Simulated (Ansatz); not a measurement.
The system is AgRh.

```
Ag Rh
1.0
     2.77759    0.00000    0.00000
    -1.38879    2.40546    0.00000
     0.00000    0.00000    4.80860
Ag Rh
1 1
Cartesian
  0.0000 0.0000 2.4043
  1.3888 0.8018 0.0000
```

The cell comes from a database or a generator and needn't be the stable form of this composition.

```yaml
Program: Ansatz 0.2.0
Task: single point
Functional: PBE
Potentials_or_basis: all-electron LAPW, scalar-relativistic
Cutoff: 263 eV (chosen from the basis error)
Basis_error_allowed: 0.001 eV/atom
k_mesh: 11 × 11 × 6
Occupations: fermi-dirac, width 0.05 eV
Spin: no spin polarisation
```

On this cell: pressure -2.3 GPa; largest force under 0.003 eV/Å; band gap on the k mesh none (metal or under the smearing width).

The same run follows on a disturbed copy (atoms moved at random, drawn with an rms of 0.05 Å):

```
Ag Rh
1.0
     2.77759    0.00000    0.00000
    -1.38879    2.40546    0.00000
     0.00000    0.00000    4.80860
Ag Rh
1 1
Direct
  0.97271 0.99520 0.50345
  0.67133 0.31452 0.99114
```

**Question.** What changes?

**Answer.** The energy (extrapolated to zero smearing) moves by +9.4 meV/atom; pressure -1.9 GPa; largest force 0.434 eV/Å; band gap on the k mesh none (metal or under the smearing width).

Forces on the atoms (eV/Å):
```
Ag   0.111 -0.047 -0.417
Rh  -0.111  0.047  0.417
```

Stress tensor (GPa, compression positive):
```
-1.68 -0.59 -0.33
-0.59 -2.06  0.14
-0.33  0.14 -2.09
```
